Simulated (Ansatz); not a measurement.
# LuSi2 (101): surface energy and levels, part 2 of 2

This session takes LuSi2 and sets out to cut the (101) surface, relax it and get its surface energy and levels.

Ansatz 0.2.0; DFT PBEsol, scalar-relativistic, plane waves, PAW.

**5. Changing settings: symmetry.detect false, ecutrho_ratio 4**

input.yaml reads:

```yaml
crystal:
  lattice:
    - [4.0564733084, 0.0, 0.0]
    - [-2.0282366542, 5.0937030828, 0.0]
    - [0.0, 0.0, 23.4794353297]
  atoms:
    - { symbol: Si, position: [0.448189214, 0.8963784279, 0.3194284656] }
    - { symbol: Lu, position: [0.7378270568, 0.4756541135, 0.337485619] }
    - { symbol: Si, position: [0.0274648996, 0.0549297991, 0.3555427725] }
    - { symbol: Si, position: [0.1860162707, 0.3720325415, 0.4277713862] }
    - { symbol: Lu, position: [0.4756541135, 0.9513082271, 0.4458285397] }
    - { symbol: Si, position: [0.7652919563, 0.5305839126, 0.4638856931] }
    - { symbol: Si, position: [0.9238433275, 0.847686655, 0.5361143069] }
    - { symbol: Lu, position: [0.2134811703, 0.4269623406, 0.5541714603] }
    - { symbol: Si, position: [0.5031190131, 0.0062380262, 0.5722286138] }
    - { symbol: Si, position: [0.6616703843, 0.3233407685, 0.6444572275] }
    - { symbol: Lu, position: [0.9513082271, 0.9026164541, 0.662514381] }
    - { symbol: Si, position: [0.2409460699, 0.4818921397, 0.6805715344] }
  symmetry: { detect: false }
basis:
  ecutwfc: 420
  ecutrho_ratio: 4
kpoints:
  mp_grid: { grid: [9, 7, 1] }
hamiltonian:
  xc: pbesol
scf:
  occupations: { method: gaussian, width: 0.1 }
output:
  forces: true
  eigenvalues: true
efield:
  axis: 3
  dipole_correction: true
  ramp_width: 0.04
```

The run is started by

```bash
$ ansatz run input.yaml --threads 2 --pin off --max-ram 5632MiB --backend cpu --events-out ev --progress --plain --runs-dir out
```

What it wrote, cut to the lines that bear on the results:

```text
Warning: RAYON_NUM_THREADS=2 ignored (pool sized by the plan → 2); use --threads N
[...]
Pseudopotentials: kind: paw
Pseudopotential: Si, paw, valence charge 4, recommended cutoff 420 eV (normal), Si.paw.azcp
Pseudopotential: Lu, paw, valence charge 25, recommended cutoff 420 eV (normal), Lu.paw.azcp
Functional definition: PBEsol
[...]
Crystal: 12 atoms, lattice volume = 485.143 Å³
[...]
  atom   1  Si     0.00546740    -0.24487190    -0.54173065
  atom   2  Lu     0.00435420     0.16567295     1.03686539
  atom   3  Si    -0.00769338     0.29570717    -0.43788426
  atom   4  Si     0.01417126     0.06822601    -0.12184826
  atom   5  Lu    -0.00411717    -0.13434257     0.44028885
  atom   6  Si    -0.01331549    -0.12751253    -0.28815034
  atom   7  Si     0.01331517     0.12751452     0.28815089
  atom   8  Lu     0.00411735     0.13434183    -0.44028794
[...]
--- Band table (eV; the first three rows and the last of 32) ---
[...]
```

It took 89 s on 2 threads of Arm Neoverse V1, shared host; peak memory 1.3 GiB.

| run | ending | energy change | gap (eV) | force (eV/Å) | cycles | time |
| --- | --- | --- | --- | --- | --- | --- |
| step 4 | converged | 0 | 0.00 | 1.05 | 9 | 2.2 min |
| variant | converged | 0.0 meV/atom | 0.00 | 1.05 | 9 | 89 s |

Energy and cycle count are those of the reference, so the change (use of symmetry) left the result and the number of cycles as they were.

**6. All atoms of the slab relaxed**

input.yaml reads:

```yaml
crystal:
  lattice:
    - [4.0564733084, 0.0, 0.0]
    - [-2.0282366542, 5.0937030828, 0.0]
    - [0.0, 0.0, 23.4794353297]
  atoms:
    - { symbol: Si, position: [0.448189214, 0.8963784279, 0.3194284656] }
    - { symbol: Lu, position: [0.7378270568, 0.4756541135, 0.337485619] }
    - { symbol: Si, position: [0.0274648996, 0.0549297991, 0.3555427725] }
    - { symbol: Si, position: [0.1860162707, 0.3720325415, 0.4277713862] }
    - { symbol: Lu, position: [0.4756541135, 0.9513082271, 0.4458285397] }
    - { symbol: Si, position: [0.7652919563, 0.5305839126, 0.4638856931] }
    - { symbol: Si, position: [0.9238433275, 0.847686655, 0.5361143069] }
    - { symbol: Lu, position: [0.2134811703, 0.4269623406, 0.5541714603] }
    - { symbol: Si, position: [0.5031190131, 0.0062380262, 0.5722286138] }
    - { symbol: Si, position: [0.6616703843, 0.3233407685, 0.6444572275] }
    - { symbol: Lu, position: [0.9513082271, 0.9026164541, 0.662514381] }
    - { symbol: Si, position: [0.2409460699, 0.4818921397, 0.6805715344] }
basis:
  ecutwfc: 420
kpoints:
  mp_grid: { grid: [9, 7, 1] }
hamiltonian:
  xc: pbesol
scf:
  occupations: { method: gaussian, width: 0.1 }
output:
  forces: true
  eigenvalues: true
  write_density: true
  write_potential: true
  elf: true
  volumetric_format: npy
relax:
  adjacent_minimum: "off"
  f_tol: 0.02
  max_steps: 60
efield:
  axis: 3
  dipole_correction: true
  ramp_width: 0.04
```

The run is started by

```bash
$ ansatz run input.yaml --threads 2 --pin off --max-ram 5632MiB --backend cpu --events-out ev --progress --plain --runs-dir out
```

What it wrote:

```text
Warning: crystal.symmetry: narrowed to the stabiliser of the k-point mesh — unitary ops 2 → 1; excluded 1 operation that carries a point of the 9×7×1 mesh (shift [0, 0, 0]) off the mesh (the run samples exactly the mesh kpoints.mp_grid names, as under crystal.symmetry.detect: false, and its converged state has the mesh's symmetry, not the crystal's; ε∞, the Born charges and the force constants of a linear response (`dielectric:` by the response, `phonons.method: dfpt`) are averaged over those of the crystal's operations that the state keeps within a tolerance, where `mesh_tensors`, `unaveraged_element` or `gamma_mean_max_change_ev_ang2` stands beside them; a row that `dielectric.field_direction` solves alone is averaged likewise, with nothing beside; a Γ-centred mesh of equal divisions is mapped onto itself by every operation and keeps the whole group, as does a half-shifted one under kpoints.further_shifts: images)
Warning: RAYON_NUM_THREADS=2 ignored (pool sized by the plan → 2); use --threads N
[... 7 set-up lines as earlier in the session ...]
Crystal: 12 atoms, lattice volume = 485.143 Å³
Basis set: ecut = 420 eV, 9461 PW (Γ), exchange–correlation on 60×80×320 points (8 copies of the dense FFT grid, shifted against one another)
Bands: 80, of which v1, the nominal top of the filled ones, is band 66 counted from 1 (65 counted from 0)
[... 1 set-up line as earlier in the session ...]
k-points: 32 of 63 (time reversal used)
[... 10 set-up lines as earlier in the session ...]
SCF iter   1: F=—  HF=-63421.522858 eV  |F-HF|=—  |Δ(HF+E_count)|=         —  Δρ=3.99e-3  dr2=1.15e0  ethr=1.77e-3  p=-0.000 e·Å  D=-2.19e-12 V/Å  ΔV_dip=0.00 eV  dr2_dipole=3.59e-9  V_vac-E_F(+/−)=4.05/4.05 eV  ⟨swp⟩=10.7  Hψ=14687  notcnv=0
efield: sawtooth ramp at fractional position 0.9800 (placed from the atoms, in the widest stretch of the axis that holds none; the zero of the levels goes with the place), width 0.0400; the density the first Hamiltonian is built on has a dipole p = -0.000 e·Å; the dipole correction subtracts the counter field D = -2.19e-12 V/Å, which shifts the + side's vacuum level by +0.00 eV against the − side's; the planar-averaged density in the ramp window peaks in size at 2.4e-5 e/Å³
preconditioner: auto → LDOS  [metal: Δε(μ)=0.009 eV  Ē_g=7.029 eV  σ=0.100 eV  W_gap=0.05  n_scr=86 (ndim 8)  ℏωp=16.9 eV  f_vac=0.499  D(μ)=7.80/eV (n_scr^D=42)  β→1.0]
SCF iter   2: F=—  HF=-63421.438621 eV  |F-HF|=—  |Δ(HF+E_count)|=   8.42e-2  Δρ=2.06e-3  dr2=3.58e-2  ethr=8.74e-4  p=0.000 e·Å  D=2.10e-5 V/Å  ΔV_dip=-0.00 eV  dr2_dipole=2.39e-8  V_vac-E_F(+/−)=3.90/3.90 eV  ⟨swp⟩=3.5  Hψ=3461  notcnv=0  defer=184
SCF iter   3: F=—  HF=-63421.442026 eV  |F-HF|=—  |Δ(HF+E_count)|=   3.41e-3  Δρ=1.91e-3  dr2=2.20e-2  ethr=2.71e-5  p=-0.000 e·Å  D=-1.54e-5 V/Å  ΔV_dip=0.00 eV  dr2_dipole=8.36e-10  V_vac-E_F(+/−)=3.88/3.88 eV  ⟨swp⟩=3.0  Hψ=4857  notcnv=0  defer=184
SCF iter   4: F=—  HF=-63421.437574 eV  |F-HF|=—  |Δ(HF+E_count)|=   4.45e-3  Δρ=5.64e-4  dr2=1.57e-3  ethr=1.66e-5  p=0.000 e·Å  D=4.96e-6 V/Å  ΔV_dip=-0.00 eV  dr2_dipole=4.58e-9  V_vac-E_F(+/−)=3.86/3.86 eV  ⟨swp⟩=2.0  Hψ=4681  notcnv=0  defer=184
SCF iter   5: F=—  HF=-63421.437026 eV  |F-HF|=—  |Δ(HF+E_count)|=   5.48e-4  Δρ=2.11e-4  dr2=1.78e-4  ethr=1.19e-6  p=0.000 e·Å  D=2.81e-6 V/Å  ΔV_dip=-0.00 eV  dr2_dipole=1.52e-9  V_vac-E_F(+/−)=3.86/3.86 eV  ⟨swp⟩=2.5  Hψ=5240  notcnv=0  defer=184
SCF iter   6: F=—  HF=-63421.436928 eV  |F-HF|=—  |Δ(HF+E_count)|=   9.79e-5  Δρ=5.88e-5  dr2=2.49e-5  ethr=1.35e-7  p=0.000 e·Å  D=1.09e-6 V/Å  ΔV_dip=-0.00 eV  dr2_dipole=7.14e-10  V_vac-E_F(+/−)=3.85/3.85 eV  ⟨swp⟩=2.0  Hψ=4434  notcnv=0  defer=184
SCF iter   7: F=-63421.436931 eV  HF=-63421.436932 eV  |F-HF|=9.45e-7  |Δ(HF+E_count)|=   3.89e-6  Δρ=1.86e-5  dr2=3.28e-6  ethr=7.58e-9  p=0.000 e·Å  D=1.81e-7 V/Å  ΔV_dip=-0.00 eV  dr2_dipole=1.97e-10  V_vac-E_F(+/−)=3.85/3.85 eV  ⟨swp⟩=25.5  Hψ=35278  notcnv=0
SCF 1 converged in 7 iterations: F = -63421.436931 eV  dr2 = 3.28e-6
relax step   1: F+E_penalty+E_count = -63421.43693099 eV  Δ(F+E_penalty+E_count) = +0.000e0 eV  max|allowed force component| = 1.037e0 eV/Å  Δτ_max = 0.0000 Å  (7 SCF iters, dr2 threshold 1.00e-5 eV, accepted)
[... 13 lines left out ...]
relax step   2: F+E_penalty+E_count = -63421.76667893 eV  Δ(F+E_penalty+E_count) = -3.297e-1 eV  max|allowed force component| = 2.802e-1 eV/Å  Δτ_max = 0.1949 Å  (6 SCF iters, dr2 threshold 6.72e-5 eV, accepted)
[... 12 lines left out ...]
relax step   3: F+E_penalty+E_count = -63421.85391467 eV  Δ(F+E_penalty+E_count) = -8.724e-2 eV  max|allowed force component| = 1.893e-1 eV/Å  Δτ_max = 0.1363 Å  (8 SCF iters, dr2 threshold 4.91e-6 eV, accepted)
[... 10 lines left out ...]
relax step   4: F+E_penalty+E_count = -63421.90766272 eV  Δ(F+E_penalty+E_count) = -5.375e-2 eV  max|allowed force component| = 1.329e-1 eV/Å  Δτ_max = 0.2000 Å  (7 SCF iters, dr2 threshold 2.61e-6 eV, accepted)
[... 8 lines left out ...]
relax step   5: F+E_penalty+E_count = -63421.91826920 eV  Δ(F+E_penalty+E_count) = -1.061e-2 eV  max|allowed force component| = 5.010e-2 eV/Å  Δτ_max = 0.0309 Å  (5 SCF iters, dr2 threshold 8.06e-6 eV, accepted)
[... 10 lines left out ...]
relax step   6: F+E_penalty+E_count = -63421.92154217 eV  Δ(F+E_penalty+E_count) = -3.273e-3 eV  max|allowed force component| = 1.840e-2 eV/Å  Δτ_max = 0.0310 Å  (7 SCF iters, accepted)
WARN: The output density's exchange-correlation potential varies sharply where the density is thin. Do not read a vacuum level from v_tot or v_xc, or from such a field of the output density. On a cell that repeats whose density bears no net charge and no dipole along the vacuum's axis use v_es (v_loc + v_h of the components); under efield.dipole_correction with no amplitude use v_es + v_field, which holds any external_charges[].barrier, or the levels of the report's work_function block, which leave it out; under a non-zero efield.amplitude the vacuum is tilted and has no level; on a cell that repeats and bears such a dipole with no correction it is tilted too, and efield.dipole_correction with no amplitude gives each side of its ramp a level where efield: is served; in a cell that repeats whose density bears a net charge (total_charge, or a fill off its count) it is curved and has none; of a slab under crystal.periodic whose density bears no net charge use v_es, which has a level on each side, short of where the two are joined; of another it falls or rises all the way out and has none; of a slab beside external_charges read slab_vacuum_level instead, which it has where they leave it neutral. The grid or the basis barely resolves most such structure, and the values can differ between equally converged runs; as a rule a tighter scf.convergence.dr2_threshold does not remove it. Where the density itself ripples (under the LDA too) a higher basis.ecutwfc lessens it. The files hold the spikes' plane waves up to the density's cutoff. Files: v_tot_of_output_density and the like, and their columns of v_z.tsv (output.write_potential); v_xc_of_output_density and the like, and their columns of v_comp_z.tsv (output.write_potential_components). Measured: with its Gaussian average of σ = 0.25 Å subtracted twice, the exchange-correlation potential is over 0.1 eV at 8 of the grid points where the equally averaged density (valence and model cores) is under 1e-3 e/Å³, and 0.162 eV at the most among them, at an averaged density of 1.7e-8 e/Å³. The input density's (outcome.potential() and, of a run that writes arrays, v_tot and v_xc) is over 0.1 eV, so measured, at 34 points of its own thin density, 0.135 eV at the most. See output.write_potential in the manual, Limitations
SCF converged after 7 iterations
Free energy (F): -63421.921542 eV
Harris-Foulkes:  -63421.921542 eV  (|F-HF|=3.17e-8)
Internal energy: -63421.890295 eV  (E = F + TS)
E sigma→0 (E₀):  -63421.905919 eV
Entropy (-TS):   -0.031247 eV (-2.604 meV/atom)
Fermi energy:    3.593240 eV
Dipole field:    D = 0.000003 V/Å  (p = 0.000008 e·Å, saw-weighted, corrected)
Work function:   Φ+ = 4.1724 eV   Φ− = 4.1725 eV
Levels:          The Fermi level and band energies are counted from a zero that moves with the ramp; work functions are not
--- Per-component energies (eV) ---
  E_band       = -1117.286131
  E_kinetic    = 2012.478147
  E_local      = -131518.991037  (includes V_loc(G=0)·N_el)
  E_nonlocal   = 2528.007546
  E_hartree    = 62946.470776
  E_xc         = -1311.281254
  E_vxc        = -1414.950292  (∫ρ·V_xc dr)
  E_paw        = -33009.058185  (= ΣΔE_a)
  E_vpaw       = 1383.249046  (= ΣTr[D̂ρ^β])
  E_aug_tail   = 0.000192  (compensation charges beyond the density's cutoff)
  E_efield     = 0.000000  (sawtooth field / dipole correction)
  E_vefield    = -0.000000  (∫n·V_field dr)
  E_ewald      = 34925.462365
  E_core_change = 5.021156  (= ΣΔE_core)
  E_smearing   = -0.031247  (= −TS)
  E_closure    = -0.000000  (closes the sum)
  Σ components = -63421.921542   (vs F -63421.921542, Δ=0.00e0)
--- Forces (eV/Å), atoms counted from 1 ---
  atom   1  Si    -0.00095613     0.00370661    -0.00137377
  atom   2  Lu    -0.00054450     0.00579350    -0.00380711
  atom   3  Si    -0.00060004    -0.00509525    -0.01342486
  atom   4  Si     0.00323112     0.00638193     0.00459808
  atom   5  Lu     0.00262262    -0.00458607     0.01637867
  atom   6  Si    -0.00612307    -0.01384719    -0.01839833
  atom   7  Si     0.00612661     0.01382914     0.01838878
  atom   8  Lu    -0.00263020     0.00459571    -0.01638879
  atom   9  Si    -0.00322417    -0.00637352    -0.00459126
  atom  10  Si     0.00060629     0.00510346     0.01342377
  atom  11  Lu     0.00054146    -0.00580647     0.00381624
  atom  12  Si     0.00095047    -0.00369902     0.00137510
  max |Σ_I F_I| component: 3.48e-6 eV/Å
--- Band table (eV; the first three rows and the last of 32) ---
  k-point 0: bands = ["-52.6999", "-52.6999", "-52.5587", "-52.5556", "-23.5071", "-23.5067", "-23.4127", "-23.4068", "-23.3597", "-23.3597", "-23.3265", "-23.2760", "-23.2733", "-23.2727", "-23.2715", "-23.2225", "-8.6698", "-7.7827", "-6.8969", "-6.3249", "-3.6542", "-2.5312", "-1.6990", "-1.5737", "-1.5629", "-1.5587", "-1.5586", "-1.5365", "-1.5347", "-1.5316", "-1.5269", "-1.5218", "-1.5217", "-1.4972", "-1.4965", "-1.4961", "-1.4562", "-1.4381", "-1.4339", "-1.4243", "-1.4202", "-1.4168", "-1.4103", "-1.4080", "-1.4066", "-1.3977", "-1.3913", "-1.3874", "-1.3641", "-1.3441", "-1.0454", "-0.8797", "-0.6106", "-0.3887", "-0.3766", "0.1123", "0.2808", "0.2985", "0.6580", "0.9738", "1.1565", "1.2866", "1.9837", "2.5517", "2.5694", "3.4203", "3.5889", "3.9483", "4.2200", "4.4177", "5.1602", "5.3476", "5.3998", "5.6749", "5.8639", "5.9629", "6.4459", "6.5603", "6.9274", "7.0660"]
[... 3 lines left out ...]
--- Relaxed structure (6 steps of the walk, 6 accepted, 0 SCFs on fresh bases) ---
  F+E_penalty+E_count = -63421.92154217 eV   max|allowed force component| = 1.840e-2 eV/Å
  atoms:
    - { symbol: Si, position: [0.45811814058191763, 0.9173760813282587, 0.31644710565384365] }
    - { symbol: Lu, position: [0.7637586807342339, 0.5286064231207119, 0.3450905764425327] }
    - { symbol: Si, position: [0.05987464795968927, 0.12096782163065023, 0.3429953082499927] }
    - { symbol: Si, position: [0.18385967156079497, 0.3681155319391129, 0.42974295671003626] }
    - { symbol: Lu, position: [0.47894226498791265, 0.9584653583052255, 0.4459932489939259] }
    - { symbol: Si, position: [0.7715654379667876, 0.5433725790430141, 0.4624020360622968] }
    - { symbol: Si, position: [0.9175697592545675, 0.8348984485610806, 0.5375980058661564] }
    - { symbol: Lu, position: [0.21019323931209113, 0.41980517866523703, 0.5540068043140218] }
    - { symbol: Si, position: [0.5052752504534724, 0.010154871722652573, 0.5702570342567029] }
    - { symbol: Si, position: [0.6292605997369617, 0.2573026154170377, 0.6570046763352727] }
    - { symbol: Lu, position: [0.9253767678662415, 0.8496642251190106, 0.6549093927021797] }
    - { symbol: Si, position: [0.23101724248532965, 0.4608942709480074, 0.6835528544130387] }
```

Wall time 12 min (2 threads of Arm Neoverse V1, shared host); peak memory 1.3 GiB.

Relaxation path:

```
step  E - E(step 1) (eV/cell)  largest force component (eV/Å)
   1                   0.0000                          1.0371
   2                  -0.3297                          0.2802
   3                  -0.4170                          0.1893
   4                  -0.4707                          0.1329
   5                  -0.4813                          0.0501
   6                  -0.4846                          0.0184
```

Step 1 is the start.

Read from this run: work function 4.17 eV.

Plane-averaged electrostatic potential energy of an electron across the slab, counted from the Fermi level:

z (Å), V (eV) and a bar:
```
     1.47       4.17 ##############################
     1.76       4.17 ##############################
     2.35       4.17 ##############################
     2.64       4.17 ##############################
     3.23       4.17 ##############################
     3.52       4.17 ##############################
     4.11       4.17 ##############################
     4.40       4.16 ##############################
     4.70       4.15 ##############################
     5.28       4.06 ##############################
     5.58       3.93 ##############################
     6.16       3.08 ############################
     6.46       1.90 ###########################
     7.04      -4.44 ##################
     7.34      -9.28 ##########
     7.63     -14.34 ###
     8.22     -14.60 ###
     8.51      -9.73 ##########
     9.10      -1.42 ######################
     9.39      -2.15 #####################
     9.98     -11.36 #######
    10.27     -15.63 #
    10.57     -16.49 
    11.15      -8.12 ############
    11.45      -3.43 ###################
    12.03      -3.43 ###################
    12.33      -8.12 ############
    12.91     -16.49 
    13.21     -15.63 #
    13.50     -11.36 #######
    14.09      -2.15 #####################
    14.38      -1.42 ######################
    14.97      -9.73 ##########
    15.26     -14.60 ###
    15.85     -14.34 ###
    16.14      -9.28 ##########
    16.44      -4.44 ##################
    17.02       1.90 ###########################
    17.32       3.08 ############################
    17.90       3.93 ##############################
    18.20       4.06 ##############################
    18.78       4.15 ##############################
    19.08       4.16 ##############################
    19.37       4.17 ##############################
    19.96       4.17 ##############################
    20.25       4.17 ##############################
    20.84       4.17 ##############################
    21.13       4.17 ##############################
    21.72       4.17 ##############################
    22.01       4.17 ##############################
```

Density in a lattice plane of the grid's cell (edges 5.48 and 23.48 Å, at 0.210 of the third edge), which holds Si and Lu.

Ten even steps from '0' (0.00 e/Å³) to '9' (14.01 e/Å³):
```
000000
000000
000000
000000
000000
000000
000000
000000
009900
000000
000000
000000
000000
000000
000000
000000
000000
000000
000000
000000
```
Columns run along the first of these edges and rows up along the second, over one cell in 6 and 20 even steps from the bottom left corner. Atoms in the plane (fractional): Si at (0.37, 0.43), Lu at (0.42, 0.55), Si at (0.46, 0.68).

ELF in the same plane.

Ten even steps from ' ' (0.00) to '@' (0.87):
```
            
            
            
    ..::    
  ::%%@@##  
..**%%**@@..
..==**##**..
++--....::++
%%..@@@@..%%
==::....--==
..##==##--::
::####%%==..
%%==%%::==##
##%%%%::%%@@
::      ++##
            
            
            
            
            
```
Columns run along the first of these edges and rows up along the second, over one cell in 6 and 20 even steps from the bottom left corner. Atoms in the plane (fractional): Si at (0.37, 0.43), Lu at (0.42, 0.55), Si at (0.46, 0.68).

Both are smooth fields of the valence electrons: close to the nuclei they are not physical.

The highest ELF values outside the cores: 0.92 beside Si, off the lines to its neighbours, 1.0 Å from Si; 0.82 on the Si–Si line, 1.0 Å from Si.

**7. What the (101) slab gives**

γ = (E_slab − N E_bulk) / (2A); here N = 12 and A = 20.66 Å².

|  | as cut | relaxed |
| --- | --- | --- |
| surface energy, mean of both faces | 0.94 J/m² | 0.75 J/m² |
| work function | 3.85 eV | 4.17 eV |
| dipole along +c (e·Å/cell) | 0.000 | 0.000 |

How the layers moved (bottom to top):

```
plane  atoms  spacing to the next, as cut (Å)  relaxed (Å)  change (%)  rumpling (Å)
    1     Si                            0.424        0.673       +58.6         0.000
    2     Lu                            0.424       -0.049      -111.6         0.000
    3     Si                            1.696        2.037       +20.1         0.000
    4     Si                            0.424        0.382       -10.0         0.000
    5     Lu                            0.424        0.385        -9.1         0.000
    6     Si                            1.696        1.766        +4.1         0.000
    7     Si                            0.424        0.385        -9.1         0.000
    8     Lu                            0.424        0.382       -10.0         0.000
    9     Si                            1.696        2.037       +20.1         0.000
   10     Si                            0.424       -0.049      -111.6         0.000
   11     Lu                            0.424        0.673       +58.6         0.000
   12     Si                                                                   0.000
```

**8. What came out**

The summary covers parts 1 to 2.

| quantity | value |
| --- | --- |
| surface energy, (101), cut with Si on top | 0.75 J/m² |
| work function, (101), cut with Si on top | 4.17 eV |

**Reading.** The outermost spacing of (101) expands by 58.6 %, and relaxation gains 0.189 J/m² a face. Another spacing, gap 10 from the bottom, changes more, by -111.6 %. Spin-orbit coupling is left out for Lu.
